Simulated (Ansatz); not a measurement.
**CH5BrClNSi: two geometries relaxed**

Are the two ends of the inversion of the pyramid at N1 separate minima, and which lies lower? Each is relaxed from a guess. SMILES of the start: N[SiH](Br)CCl.

Program: Ansatz 0.2.0. Level of theory: RKS r2SCANh/def2-SVP. These are calculated values, not measurements.

### 1 The starting structure

Bond lengths: N1–Si2 1.674 Å, Si2–Br3 2.221 Å, Si2–C4 1.905 Å, C4–Cl5 1.724 Å, N1–H6 1.034 Å, N1–H7 1.060 Å, Si2–H8 1.443 Å, C4–H9 1.019 Å, C4–H10 1.124 Å. Angles (14 of 15 angles, heavy atoms first): N1–Si2–Br3 106.6°, N1–Si2–C4 112.9°, Br3–Si2–C4 110.6°, Si2–C4–Cl5 110.1°, N1–Si2–H8 107.8°, Br3–Si2–H8 106.8°, C4–Si2–H8 111.7°, Si2–N1–H6 110.7°, Si2–N1–H7 107.0°, Si2–C4–H9 110.8°, Si2–C4–H10 106.6°, Cl5–C4–H9 110.7°, Cl5–C4–H10 108.4°, H6–N1–H7 99.4°.

Structure file:

```xyz
10

N    -1.2728    0.4551    0.9139
Si   -0.4618   -0.1055   -0.4390
Br   -0.3289    1.6013   -1.8532
C     1.2734   -0.7801   -0.0357
Cl    2.1805    0.3991    0.8360
H    -0.7670    1.2492    1.3405
H    -2.1360    0.9646    0.5687
H    -1.2905   -1.1054   -1.0683
H     1.7617   -1.0538   -0.8876
H     1.1245   -1.6757    0.6277
```

### 2 Relaxing end A

File input.yaml:

```yaml
crystal:
  periodic: [false, false, false]
  atoms:
    - { symbol: "N", position_ang: [-1.2728, 0.4551, 0.9139] }
    - { symbol: Si, position_ang: [-0.4618, -0.1055, -0.439] }
    - { symbol: Br, position_ang: [-0.3289, 1.6013, -1.8532] }
    - { symbol: C, position_ang: [1.2734, -0.7801, -0.0357] }
    - { symbol: Cl, position_ang: [2.1805, 0.3991, 0.836] }
    - { symbol: H, position_ang: [-0.767, 1.2492, 1.3405] }
    - { symbol: H, position_ang: [-2.136, 0.9646, 0.5687] }
    - { symbol: H, position_ang: [-1.2905, -1.1054, -1.0683] }
    - { symbol: H, position_ang: [1.7617, -1.0538, -0.8876] }
    - { symbol: H, position_ang: [1.1245, -1.6757, 0.6277] }
basis:
  gaussian: { orbitals: def2-SVP }
hamiltonian:
  xc: r2scanh
relax:
  f_tol: 0.015
  max_steps: 40
```

On the command line:

```bash
$ ansatz run input.yaml --threads 2 --pin off --max-ram 3072MiB --backend cpu --events-out ev --progress --plain --runs-dir out
```

What it wrote, cut to the lines that bear on the results:

```text
Warning: RAYON_NUM_THREADS=2 ignored (pool sized by the plan → 2); use --threads N
[...]
Functional definition: r2SCANh
[...]
1268 factors; integrals over basis functions are off by at most 2.9e-4 eV
[...]
mean field -93036.72355751 eV, -3419.0365281822 hartree, gradient 3.4e-5 eV, S^2 0.000000; 0 other end points of the search recorded, 0 dependent functions left out
[...]
reference -93036.72356544 eV, -3419.0365284739 hartree; 42, 42 occupied and 79, 79 virtual orbitals, 1268 factors
relax step   1: F+E_penalty+E_count = -93036.72355751 eV  Δ(F+E_penalty+E_count) = +0.000e0 eV  max|allowed force component| = 3.196e0 eV/Å  Δτ_max = 0.0000 Å  (25 SCF iters, accepted)
[...]
relax step   7: F+E_penalty+E_count = -93037.23059535 eV  Δ(F+E_penalty+E_count) = -5.544e-4 eV  max|allowed force component| = 1.282e-1 eV/Å  Δτ_max = 0.0325 Å  (25 SCF iters, accepted)
[...]
relax step   8: F+E_penalty+E_count = -93037.23139925 eV  Δ(F+E_penalty+E_count) = -8.039e-4 eV  max|allowed force component| = 1.073e-2 eV/Å  Δτ_max = 0.0170 Å  (25 SCF iters, accepted)
1268 factors; integrals over basis functions are off by at most 3.5e-4 eV
[...]
mean field -93037.23139925 eV, -3419.0551910221 hartree, gradient 5.5e-5 eV, S^2 0.000000; 1 other end points of the search recorded, 0 dependent functions left out
[...]
reference -93037.23140747 eV, -3419.0551913241 hartree; 42, 42 occupied and 79, 79 virtual orbitals, 1268 factors
Total energy: -93037.23140747 eV, -3419.0551913241 hartree
Atom 0 at    -1.234291     0.545866     0.882096 Å, force    -0.009114    -0.003666    -0.004192 eV/Å
Atom 1 at    -0.495071    -0.055393    -0.535786 Å, force     0.010734     0.000507    -0.007490 eV/Å
Atom 2 at    -0.121626     1.458019    -2.158745 Å, force    -0.004024    -0.004592     0.005047 eV/Å
Atom 3 at     1.184630    -0.742032    -0.033192 Å, force    -0.000124     0.001697    -0.003896 eV/Å
Atom 4 at     2.079994     0.493222     0.924472 Å, force    -0.000086     0.002387     0.002348 eV/Å
Atom 5 at    -0.662335     1.110939     1.502383 Å, force     0.003981     0.001946     0.003950 eV/Å
Atom 6 at    -2.191470     0.878043     0.864992 Å, force    -0.002690     0.003468     0.000145 eV/Å
Atom 7 at    -1.350103    -1.101986    -1.148753 Å, force    -0.004495     0.004991     0.002131 eV/Å
Atom 8 at     1.806142    -1.007713    -0.897791 Å, force     0.002365    -0.001869    -0.001645 eV/Å
Atom 9 at     1.067230    -1.630165     0.603324 Å, force     0.003454    -0.004868     0.003602 eV/Å
Dipole moment:    -0.272176    -0.255496     0.240683 e Å
```

It took 34 s on 2 threads of Intel Xeon 6975P-C (Granite Rapids), shared host; peak memory 0.38 GiB.

Relaxation path:

```tsv
step	energy from step 1 (eV)	largest force component (eV/Å)
1	0.0000	3.1955
2	-0.3751	1.2906
3	-0.4658	0.4612
4	-0.4922	0.3673
5	-0.5044	0.2653
6	-0.5065	0.1988
7	-0.5070	0.1282
8	-0.5078	0.0107
```

Step 1 is the start.

After: Bond lengths: N1–Si2 1.708 Å, Si2–Br3 2.250 Å, Si2–C4 1.883 Å, C4–Cl5 1.801 Å, N1–H6 1.015 Å, N1–H7 1.013 Å, Si2–H8 1.484 Å, C4–H9 1.097 Å, C4–H10 1.099 Å. Angles (14 of 15 angles, heavy atoms first): N1–Si2–Br3 115.7°, N1–Si2–C4 107.0°, Br3–Si2–C4 106.8°, Si2–C4–Cl5 109.6°, N1–Si2–H8 110.0°, Br3–Si2–H8 105.8°, C4–Si2–H8 111.5°, Si2–N1–H6 117.3°, Si2–N1–H7 120.7°, Si2–C4–H9 112.5°, Si2–C4–H10 110.7°, Cl5–C4–H9 107.7°, Cl5–C4–H10 107.4°, H6–N1–H7 111.1°.

### 3 End point B

The second end starts from a geometry with the move made by hand.

input.yaml: that of step 2 with these lines changed.

```diff
@@ -8,4 +8,4 @@
     - { symbol: Cl, position_ang: [2.1805, 0.3991, 0.836] }
-    - { symbol: H, position_ang: [-0.767, 1.2492, 1.3405] }
-    - { symbol: H, position_ang: [-2.136, 0.9646, 0.5687] }
+    - { symbol: H, position_ang: [-0.73889, 0.24468, 1.7736] }
+    - { symbol: H, position_ang: [-2.10381, -0.18566, 1.06463] }
     - { symbol: H, position_ang: [-1.2905, -1.1054, -1.0683] }
```

On the command line:

```bash
$ ansatz run input.yaml --threads 2 --pin off --max-ram 3072MiB --backend cpu --events-out ev --progress --plain --runs-dir out
```

What it wrote, cut to the lines that bear on the results:

```text
Warning: RAYON_NUM_THREADS=2 ignored (pool sized by the plan → 2); use --threads N
[...]
Functional definition: r2SCANh
[...]
1268 factors; integrals over basis functions are off by at most 3.5e-4 eV
[...]
mean field -93036.56160169 eV, -3419.0305764158 hartree, gradient 2.9e-5 eV, S^2 0.000000; 0 other end points of the search recorded, 0 dependent functions left out
[...]
reference -93036.56160959 eV, -3419.0305767061 hartree; 42, 42 occupied and 79, 79 virtual orbitals, 1268 factors
relax step   1: F+E_penalty+E_count = -93036.56160169 eV  Δ(F+E_penalty+E_count) = +0.000e0 eV  max|allowed force component| = 3.081e0 eV/Å  Δτ_max = 0.0000 Å  (25 SCF iters, accepted)
[...]
relax step   4: F+E_penalty+E_count = -93037.04215065 eV  Δ(F+E_penalty+E_count) = +2.176e-2 eV  max|allowed force component| = 9.737e-1 eV/Å  Δτ_max = 0.2000 Å  (30 SCF iters, rejected (line search))
[...]
Total energy: -93037.23141574 eV, -3419.0551916280 hartree
Atom 0 at    -1.245044     0.047184     1.076511 Å, force     0.009768     0.007807     0.012008 eV/Å
Atom 1 at    -0.501251    -0.240713    -0.434512 Å, force    -0.006536     0.003068    -0.004344 eV/Å
Atom 2 at    -0.346573     1.540911    -1.799671 Å, force    -0.000173    -0.000905    -0.000013 eV/Å
Atom 3 at     1.257475    -0.813585    -0.082112 Å, force     0.005201     0.004984     0.004251 eV/Å
Atom 4 at     2.053551     0.347506     1.042155 Å, force     0.003380     0.000333     0.002875 eV/Å
Atom 5 at    -0.707149     0.562663     1.767078 Å, force    -0.001315    -0.005953    -0.002801 eV/Å
Atom 6 at    -2.229244     0.281329     1.134685 Å, force    -0.004276    -0.002807    -0.009754 eV/Å
Atom 7 at    -1.267751    -1.261608    -1.190583 Å, force    -0.003409    -0.001994     0.000286 eV/Å
Atom 8 at     1.872224    -0.872371    -0.989307 Å, force    -0.002261     0.000681    -0.004815 eV/Å
Atom 9 at     1.257162    -1.797297     0.407786 Å, force    -0.000378    -0.005215     0.002306 eV/Å
Dipole moment:    -0.231740    -0.317538     0.201623 e Å
```

Wall time 53 s (2 threads of Intel Xeon 6975P-C (Granite Rapids), shared host); peak memory 0.37 GiB.

The steps of the relaxation:

```tsv
step	energy from step 1 (eV)	largest force component (eV/Å)
1	0.0000	3.0812
2	-0.4060	1.3121
3	-0.5023	0.8038
4x	-0.4805	0.9737
5	-0.5667	0.3015
6	-0.6004	0.3281
7	-0.6257	1.0596
8	-0.6491	0.3672
9	-0.6673	0.1371
10	-0.6688	0.0931
11	-0.6696	0.1135
12	-0.6698	0.0120
```

Step 1 is the start. 1 step was tried and not accepted (marked x).

After: Bond lengths: N1–Si2 1.709 Å, Si2–Br3 2.250 Å, Si2–C4 1.883 Å, C4–Cl5 1.802 Å, N1–H6 1.016 Å, N1–H7 1.013 Å, Si2–H8 1.484 Å, C4–H9 1.097 Å, C4–H10 1.099 Å. Angles (14 of 15 angles, heavy atoms first): N1–Si2–Br3 115.7°, N1–Si2–C4 107.0°, Br3–Si2–C4 106.9°, Si2–C4–Cl5 109.5°, N1–Si2–H8 110.0°, Br3–Si2–H8 105.7°, C4–Si2–H8 111.6°, Si2–N1–H6 117.1°, Si2–N1–H7 120.8°, Si2–C4–H9 112.6°, Si2–C4–H10 110.8°, Cl5–C4–H9 107.6°, Cl5–C4–H10 107.4°, H6–N1–H7 111.0°.

### 4 What came out

```
                           quantity                     value
                              end A   7 moves, 0.508 eV lower
                              end B  10 moves, 0.670 eV lower
largest difference between the ends                    0.01 Å
            end B relative to end A                 -0.000 eV
```

The two relaxations end at one structure, within 0.01 Å: no second minimum was found from this start, which doesn't rule one out.
